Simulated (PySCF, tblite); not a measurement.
# CH₁₂OSSi₅: geometry, infrared bands and NMR shifts

Wanted: the infrared bands and NMR shifts of CH₁₂OSSi₅ (`CS[Si]1(O)[SiH2][SiH2][SiH2][SiH2]1`), by calculation.

Computed with tblite 0.8.0 and PySCF 2.14.0, with density-fitted response routines of our own, on a single molecule in the gas phase. Atoms are numbered from 0 throughout.

## Step 1: The starting structure

20 atoms, charge 0, multiplicity 1; geometry from: force field or distance geometry start.

Bonds of the start (Å): C0–S1 1.82, S1–Si2 2.13, Si2–O3 1.68, Si2–Si4 2.32, Si4–Si5 2.31, Si5–Si6 2.31, Si6–Si7 2.31, Si7–Si2 2.31, C0–H8 1.09, C0–H9 1.10, C0–H10 1.08, O3–H11 0.96, Si4–H12 1.49, Si4–H13 1.49, Si5–H14 1.49, Si5–H15 1.50, Si6–H16 1.50, Si6–H17 1.49, Si7–H18 1.49, Si7–H19 1.49.

## Step 2: Relaxing the molecule with GFN2-xTB

Job settings and geometry (Å):

```
{"job": {"kind": "relax", "xc": "GFN2-xTB", "basis": "xTB"}, "charge": 0, "multiplicity": 1}
C      3.229300    -0.693900    -0.539300
S      2.204200    -0.223400    -1.971200
Si     0.260100     0.118200    -1.177100
O     -0.667000     0.553400    -2.506900
Si     0.173800     1.752900     0.469000
Si    -1.925800     1.448200     1.381800
Si    -2.454000    -0.770900     1.037000
Si    -0.649000    -1.695900    -0.068700
H      3.257000     0.112400     0.199800
H      2.835500    -1.601700    -0.062400
H      4.239600    -0.886100    -0.878000
H     -0.193500     0.559600    -3.345700
H      0.367800     3.132200    -0.064200
H      1.224600     1.460300     1.479600
H     -2.922100     2.329600     0.708900
H     -1.905400     1.777600     2.849500
H     -2.682500    -1.472300     2.337800
H     -3.688500    -0.883000     0.212600
H     -1.053500    -2.800500    -0.986300
H      0.344200    -2.206100     0.920900
```

Command:

```console
$ OMP_NUM_THREADS=1 python probes_run.py task.json out
```

This one command runs all jobs of the session in turn.

**Question.** This job is followed by: GFN2-xTB harmonic vibrations, gas phase; GIAO PBE0/pcSseg-1 NMR shielding, non-relativistic, gas phase. Predict these results of the whole session: strongest single infrared mode (GFN2-xTB); zero-point energy (GFN2-xTB); 13C shifts against TMS (PBE0/pcSseg-1); 1H shifts against TMS (PBE0/pcSseg-1, means over atoms taken as alike); 33S shifts against CS2 (PBE0/pcSseg-1); 29Si shifts against TMS (PBE0/pcSseg-1, means over atoms taken as alike); 17O shifts against H2O (PBE0/pcSseg-1); surface potential, 1st and 99th percentile.

The runs gave:

| quantity | value |
| --- | --- |
| strongest single infrared mode (GFN2-xTB) | 2196 cm⁻¹, 802 km/mol |
| zero-point energy (GFN2-xTB) | 74.0 kcal/mol |
| 13C shifts against TMS (PBE0/pcSseg-1) | 11.1 ppm |
| 1H shifts against TMS (PBE0/pcSseg-1, means over atoms taken as alike) | 3.63, 3.50, 3.36, 3.30, 1.90, 1.09 ppm |
| 33S shifts against CS2 (PBE0/pcSseg-1) | -174 ppm |
| 29Si shifts against TMS (PBE0/pcSseg-1, means over atoms taken as alike) | 54.4, -128.4, -134.2 ppm |
| 17O shifts against H2O (PBE0/pcSseg-1) | 29.2 ppm |
| surface potential, 1st and 99th percentile | -0.98 V and 2.01 V |

In words: Over 121 steps the energy fell by 0.308 eV; of the close pairs, S1–Si2 changed most, 2.128 to 2.180 Å. All 54 modes are real, so the xTB geometry is a minimum. The strongest single mode, at 2196 cm⁻¹, is spread over several atoms, H14, H17, H16, H18 among them. GFN2-xTB is a fitted tight-binding method: band positions and strengths are rough. Its intensities can rank the bands wrongly. At PBE0/pcSseg-1: The widest tensor belongs to S1: span 280 ppm, with a paramagnetic part of -380 ppm. At PBE0/pcSseg-1, counted by nearest atom on the grid, the HOMO lies on S1 55 %; Si2, Si4, Si7 about 8 % each, the LUMO on Si2 17 %; Si4, Si7 about 9 % each.
